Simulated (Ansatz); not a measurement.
Ni3Hg, space group Pm-3m, a frozen displacement of one atom

Computed with the Ansatz DFT code, driven from Python.

At the Python prompt:
```pycon
>>> import warnings
>>> import ansatz as az
>>> import numpy as np
>>> warnings.simplefilter("ignore", az.DeckWarning)
>>> ni3hg = (
...     az.Lattice.of((3.744911, 0.0, 0.0), (0.0, 3.744911, 0.0), (0.0, 0.0, 3.744911))
...     .atom("Ni", (0.0, 0.5, 0.5))
...     .atom("Ni", (0.5, 0.0, 0.5))
...     .atom("Ni", (0.5, 0.5, 0.0))
...     .atom("Hg", (0.0, 0.0, 0.0))
...     .moments(Ni=2.0)
... )
>>> ni3hg.resolved().tree()["lattice"]
((3.744911, 0.0, 0.0), (0.0, 3.744911, 0.0), (0.0, 0.0, 3.744911))
>>> inverse = np.linalg.inv(np.array(ni3hg.lattice.vectors))
>>> home = np.array(ni3hg.sites[0].position)
>>> values = np.linspace(-0.02, 0.02, 5)
>>> energies, pulls = [], []
>>> for shift in values:
...     moved = ni3hg.move(0, to=home + shift * inverse[0])
...     base = (
...         moved.calculation()
...         .kpoints(6, 6, 6)
...         .occupations("fermi_dirac")
...         .spin(az.SpinTreatment.COLLINEAR)
...         .functional("pbesol")
...         .forces()  # eV per angstrom
...     )
...     r = base.run(threads=1, backend="cpu").report
...     energies.append(r["free_energy_ev"])
...     pulls.append(r["forces_ev_ang"][0][0])
...
>>> # the force is minus the slope of the free energy
>>> print("shift (A)   dE (eV)   force along x (eV/A)")
shift (A)   dE (eV)   force along x (eV/A)
>>> for shift, e, f in zip(values, energies, pulls):
...     print(f"{shift:8.3f} {e - energies[2]:10.5f} {f:12.4f}")
...
  -0.020    0.00049       0.0486
  -0.010    0.00012       0.0243
   0.000    0.00000       0.0000
   0.010    0.00012      -0.0243
   0.020    0.00049      -0.0486
>>> print(f"stiffness from energies {2 * np.polyfit(values, energies, 2)[0]:.3f}, from forces {-np.polyfit(values, pulls, 1)[0]:.3f} eV/A^2")
stiffness from energies 2.430, from forces 2.431 eV/A^2
```

The curvature of the energy gives 2.430 eV/Å² and the slope of the force 2.431 eV/Å², a positive curvature.

Reading the output:
- The magnetic order follows from the starting moments and needn't be the lowest.
- For a metal this k-point mesh is coarse: on a finer one energies can move by several to tens of meV an atom and pressures by half a GPa or more, differences at one mesh by less.
- In a metal a curvature from energy changes of a few meV or less hangs on mesh and smearing, in size and even in sign.
- Spin-orbit coupling, which matters for elements this heavy, is left out.
- This cell is a computed structure, which may not be the phase found in nature.
- All periodic images of the atom move with it, so the curvature is one diagonal element of the zone-centre force constants and no normal mode; a positive value doesn't exclude soft modes in which several atoms move.
- Wall time of the script: 2 min on 1 thread of Arm Neoverse V2 (shared host), peak memory 0.53 GiB.
